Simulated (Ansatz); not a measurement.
# B2H4SSi: ladder of methods at one geometry in Python

Wanted for B2H4SSi: a ladder of methods at one geometry. SMILES: B[SiH]1BS1.

Computed with the Python package of Ansatz 0.2.0. The levels of theory stand in the script.

### Step 1. The structure

Bond lengths: B1–Si2 1.878 Å, Si2–B3 2.007 Å, Si2–S4 1.956 Å, B3–S4 1.957 Å, B1–H5 1.176 Å, B1–H6 1.237 Å, Si2–H7 1.500 Å, B3–H8 1.190 Å. Angles: B1–Si2–B3 114.4°, B1–Si2–S4 113.5°, B1–Si2–H7 121.7°, B3–Si2–S4 59.2°, B3–Si2–H7 119.8°, S4–Si2–H7 111.5°, Si2–B1–H5 123.7°, Si2–B1–H6 121.4°, H5–B1–H6 114.0°, Si2–B3–S4 59.1°, Si2–B3–H8 133.2°, S4–B3–H8 145.0°, Si2–S4–B3 61.7°.

b2h4ssi.xyz, read by the script:

```xyz
8

B    -0.32960    1.53710   -0.10890
Si    0.59550   -0.09290   -0.22400
B    -0.37220   -1.65350    0.58710
S    -0.29530   -1.41770   -1.35370
H    -0.11250    2.35440    0.70860
H    -1.35730    1.74390   -0.76620
H     2.08550   -0.14270   -0.38960
H    -0.12190   -2.38570    1.49080
```

### Step 2. Script

Contents of run_methods.py:

```python
"""One geometry of B2H4SSi, method by method."""

from pathlib import Path

import ansatz as az
import numpy as np

b2h4ssi = az.Crystal.molecule_from_extxyz("b2h4ssi.xyz")

job = (
    b2h4ssi.calculation()
    .basis(gaussian="cc-pVDZ")
    .accuracy("medium")
)

print("functional    E (Ha)        dipole (D)   HOMO (eV)  LUMO (eV)")
for name in ["hf", "lc_wpbe", "blyp", "r2scan", "hse06", "r2scan0"]:
    data = job.functional(name).forces().orbitals().run(threads=1, runs_dir="runs").report
    lines = Path(data["orbitals_path"]).read_text().splitlines()
    field_of = lambda key: [line.split("=")[1].strip() for line in lines if line.startswith(key)]
    orbitals = [(27.211386 * float(e), s, float(n)) for e, s, n in zip(field_of("Ene="), field_of("Spin="), field_of("Occup="))]
    homo = max(e for e, _, n in orbitals if n > 0.5)
    lumo = min(e for e, _, n in orbitals if n < 0.5)
    dipole = 4.803205 * np.linalg.norm(data["charge_distribution"]["dipole_moment_e_ang"])
    print(f"{name:10s} {data['free_energy_ev'] / 27.211386246:14.6f} {dipole:9.3f} {homo:11.3f} {lumo:10.3f}")
```

### Step 3. The calls as engine input

The engine receives this input (first run):

```yaml
crystal:
  periodic: [false, false, false]
  atoms:
    - { symbol: B, position_ang: [-0.3296, 1.5371, -0.1089] }
    - { symbol: Si, position_ang: [0.5955, -0.0929, -0.224] }
    - { symbol: B, position_ang: [-0.3722, -1.6535, 0.5871] }
    - { symbol: S, position_ang: [-0.2953, -1.4177, -1.3537] }
    - { symbol: H, position_ang: [-0.1125, 2.3544, 0.7086] }
    - { symbol: H, position_ang: [-1.3573, 1.7439, -0.7662] }
    - { symbol: H, position_ang: [2.0855, -0.1427, -0.3896] }
    - { symbol: H, position_ang: [-0.1219, -2.3857, 1.4908] }
accuracy: medium
basis:
  gaussian:
    orbitals: cc-pVDZ
hamiltonian:
  xc: hf
output:
  orbitals: {}
  forces: true
```

### Step 4. Running it

Started as:

```
$ python run_methods.py
```

What it wrote:

```text
functional    E (Ha)        dipole (D)   HOMO (eV)  LUMO (eV)
hf            -738.074249     1.180      -9.022      0.777
lc_wpbe       -739.439078     0.864      -9.340     -0.532
blyp          -739.653402     0.649      -5.735     -3.522
r2scan        -739.613502     0.738      -6.149     -3.550
hse06         -739.351587     0.701      -6.524     -3.221
r2scan0       -739.604220     0.780      -7.038     -2.718
```

Wall time 19 s (1 thread of Arm Neoverse V2, shared host); peak memory 0.24 GiB.

### Step 5. Inputs of later runs

The engine's inputs for some of the other runs:

Run 2, against run 1:

```diff
@@ -17 +17 @@
-  xc: hf
+  xc: lc_wpbe
```

Run 3, against run 1:

```diff
@@ -17 +17 @@
-  xc: hf
+  xc: blyp
```

Run 4, against run 1:

```diff
@@ -17 +17 @@
-  xc: hf
+  xc: r2scan
```

### Step 6. The engine's runs

The 6 runs, in the order started:

```
run  functional  energy (eV)  SCF cycles  CPU time (s)
  1          hf  -20084.0235          42           1.3
  2     lc_wpbe  -20121.1623          19           2.7
  3        blyp  -20126.9944          18           1.9
  4      r2scan  -20125.9087          16           4.2
  5       hse06  -20118.7816          17             3
  6     r2scan0  -20125.6561          18           5.3
```

Totals hang on method, basis and potentials, so only like runs compare.

The fields below are those of run 1.

### Step 7. Orbitals and fields

Orbitals, density, ELF and potential are computed afterwards from the orbital file.

Frontier orbitals at Hartree-Fock/cc-pVDZ, with the share of their density that lies nearest to each atom:

```
orbital  energy (eV)                     lies on
 HOMO-1       -10.12   S4 62 %; B1 10 %; H7 10 %
   HOMO        -9.02  B3 36 %; Si2 24 %; S4 24 %
   LUMO         0.78   B3 43 %; B1 16 %; S4 11 %
```

ELF in a plane through or near 4 of the atoms.

Ten even steps from ' ' (0.00) to '@' (1.00):
```
                                                        
                                                        
                      --++++--..                        
                  ..##@@@@@@@@**::                      
                  ==@@@@@@@@@@%%++                      
                  --@@@@@@@@@@@@==                      
                  ..##@@@@@@@@**::                      
                    ::==--::..--****::..                
                  ..--..::##++==@@%%--::::::..          
            ......::##==..**--**@@==  ::++==..          
        ..==****....==%%##--==%%##..==--++--..          
      ..::**%%%%::**--####--::==--::++##**--..          
      ..::**%%%%++..  --==::    ..++%%%%##==..          
        ..--++++==::              ==####**==..          
          ....::..                ..====--..            
                                                        
                                                        
                                                        
                                                        
                                                        
```
The map spans 10.2 Å across and 9.4 Å up, centred on the molecule. Atoms in the plane (x, y in Å): B1 (1.6, -0.1), Si2 (-0.1, 0.6), B3 (-1.6, -0.7), H7 (-0.4, 2.1).

On the surface of density 0.002 e/bohr³ the electrostatic potential runs, from the 1st to the 99th percentile, from -0.67 V near S4 to 2.27 V near B3.

### Step 8. Summary of results

| quantity | value |
| --- | --- |
| runs compared | 6 |
| HOMO-LUMO gap of the mean field (Hartree-Fock/cc-pVDZ) | 9.80 eV |

**Reading.** All 6 runs converged, in 16 to 42 cycles. The geometry is a force-field or estimated start, not a minimum of this method, and the basis set is short of its limit. A lower total doesn't mark the better method: functionals have no common bound, and MP2 and coupled cluster aren't variational. Levels such as HOMO and LUMO are orbital energies: with these approximate functionals they aren't the ionisation energy and electron affinity, and their gap isn't the fundamental gap. For Al to Cl the sets with a tight d function, cc-pV(X+d)Z, are usual. hse06 follows the composition of plane-wave codes, whose totals differ by tens of mHa, up to about 0.1 Ha, from the form usual in Gaussian-basis programs (wpbeh).
